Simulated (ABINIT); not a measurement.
The system is HPbNO4.

```
CELL_PARAMETERS angstrom
3.85707 0.00178 -0.03658
0.17353 4.33436 -0.01647
0.75803 0.83873 5.87662
ATOMIC_POSITIONS crystal
H 0.61511 0.89559 0.19844
Pb 0.64597 0.44651 0.91685
N 0.71474 0.23810 0.50058
O 0.16958 0.47007 0.77768
O 0.62919 0.97045 0.49845
O 0.56424 0.92583 0.03849
O 0.78022 0.42250 0.31951
```

The cell was built by a generator and needn't be a form met in nature.

Base run:

- Program: ABINIT 10.8.3 (patched build)
- Functional: PBE
- Potentials or basis: SG15 NC PBE v1.2
- Cutoff: 1143 eV
- k mesh: 4 × 4 × 3
- Occupations: fermi-dirac, width 0.05 eV
- Spin: no spin polarisation

Its results: band gap on the k mesh 0.55 eV, indirect (least direct gap 0.93 eV); pressure 0.1 GPa; largest force 0.113 eV/Å.

Question: After a change of settings the same cell gave: band gap on the k mesh 0.52 eV, indirect (least direct gap 0.91 eV); pressure 2.7 GPa; largest force 0.866 eV/Å. Which change was it?
A. potentials or basis from SG15 NC PBE v1.2 to Ansatz PAW PBE generated set soft_1, frozen core; cutoff from 1143 eV to 490 eV; k mesh from 4 × 4 × 3 to 5 × 4 × 4
B. potentials or basis from SG15 NC PBE v1.2 to Ansatz PAW PBE default generated set, frozen core; cutoff from 1143 eV to 435 eV; k mesh from 4 × 4 × 3 to 5 × 4 × 4
C. potentials or basis from SG15 NC PBE v1.2 to Ansatz PAW PBE default generated set, frozen core; cutoff from 1143 eV to 435 eV
D. potentials or basis from SG15 NC PBE v1.2 to JTH PAW PBE v2.0 sp; cutoff from 1143 eV to 707 eV; valence electrons from 44 to 34

Answer: D.

Caveats: spin-orbit coupling is left out, which as a rule narrows the gap of such compounds by several tenths of an eV; an odd mesh through Γ misses points on the zone boundary, where band edges often lie; the atomic spheres overlap (some runs); this set keeps more shells in the core, which shifts pressures and gaps (some runs).

Not every run made on this cell is shown here.
